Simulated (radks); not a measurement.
# The Coulomb parameter U of the 3d shell of Cr⁺

The task here is to estimate one member of a computed series from the others.

The numbers are computed with radks (a radial shooting solver on a logarithmic mesh, Libxc functionals) version 1 (scalar-relativistic Kohn-Sham, PBE, spin-unpolarised, spherical densities, finite nucleus), except any that are marked as measured or tabulated.

## Starting point

- element: chromium (Z = 24)
- charge: +1
- electrons: 23
- configuration: [Ar] 3d4 4s1
- nuclear rms radius: 3.6452 fm

The outer shells:

Cr⁺
```
[Ar] core
3d [↑ ][↑ ][↑ ][↑ ][  ]
4s [↑ ]
```

The first run:

The run's settings:

```text
Z 24
configuration [Ar] 3d4 4s1
relativity scalar-relativistic
functional pbe,pbe
spin unpolarised
nucleus finite rms 3.6452 fm
c 137.035999084
```

Among the steps run: Start: [Ar] 3d4 4s1.

One table of the session follows, with a row left open; its other results are not shown here.

It belongs to the step «Start: [Ar] 3d4 4s1». Radial moments (bohr):

```
level      <r>  outermost maximum (interpolated)  90 % within  nodes
   1s  0.06355                            0.0416        0.113      0
   2s        ?                                 ?            ?      ?
   2p   0.2599                             0.198        0.426      0
   3s   0.8976                             0.776         1.34      2
   3p   0.9570                             0.796         1.48      1
   3d    1.275                             0.821         2.23      0
   4s    2.918                              2.48         4.34      3
```

Estimate the missing values for 2s.

As computed: <r>: 0.2931; outermost maximum (interpolated): 0.243; 90 % within: 0.455; nodes: 1. In the column «<r>» it lies between 2p (0.2599) and 3s (0.8976).
